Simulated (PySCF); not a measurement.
# C3H10AlN: the cost of one run

Programs: PySCF 2.14.0, with density-fitted response routines of our own. Each step states its level of theory. These are calculated values for one molecule in the gas phase, unless marked as measured. Atoms count from 0, in the outputs and in this text.

## (1) The molecule as given

15 atoms, charge 0, multiplicity 1; geometry from: GFN2-xTB. The atoms were then displaced at random by about 0.01 Å, so the start is not that level's minimum.

Bonds of the start (Å): C0–C1 1.50, C1–C2 1.32, C2–Al3 2.02, Al3–N4 2.02, C0–H5 1.10, C0–H6 1.07, C0–H7 1.09, C1–H8 1.09, C2–H9 1.10, Al3–H10 1.56, Al3–H11 1.58, N4–H12 1.02, N4–H13 1.00, N4–H14 1.01.

## (2) Geometry optimisation at PBE0-D3(BJ)/def2-SVP

The job: settings as JSON, then the geometry in Å.

```
{"job": {"xc": "PBE0", "basis": "def2-SVP", "d3": "d3bj", "grid": 1, "shake": 0.01, "kind": "geom"}, "charge": 0, "multiplicity": 1}
C     -2.263020    -0.587540     0.176330
C     -1.712640     0.790370    -0.059070
C     -0.408690     0.999950    -0.146410
Al     0.800180    -0.606810     0.062610
N      2.627510     0.227340    -0.151390
H     -2.933170    -0.852260    -0.657900
H     -1.454880    -1.286830     0.260790
H     -2.862600    -0.580010     1.080880
H     -2.444520     1.598920    -0.132510
H     -0.105660     2.044480    -0.300390
H      0.895820    -1.633670    -1.111240
H      1.017430    -1.224100     1.497580
H      2.786400     0.936590     0.571240
H      3.300860    -0.507200    -0.047850
H      2.741630     0.663390    -1.049910
```

On the command line:

```sh
$ OMP_NUM_THREADS=1 python probes_run.py task.json out
```

The driver reads the jobs from task.json and runs them one after another.

Q: Estimate the wall time and peak memory of this first job on 1 thread of Arm Neoverse V2, shared host.

About 38 s, with a peak of 0.51 GiB.
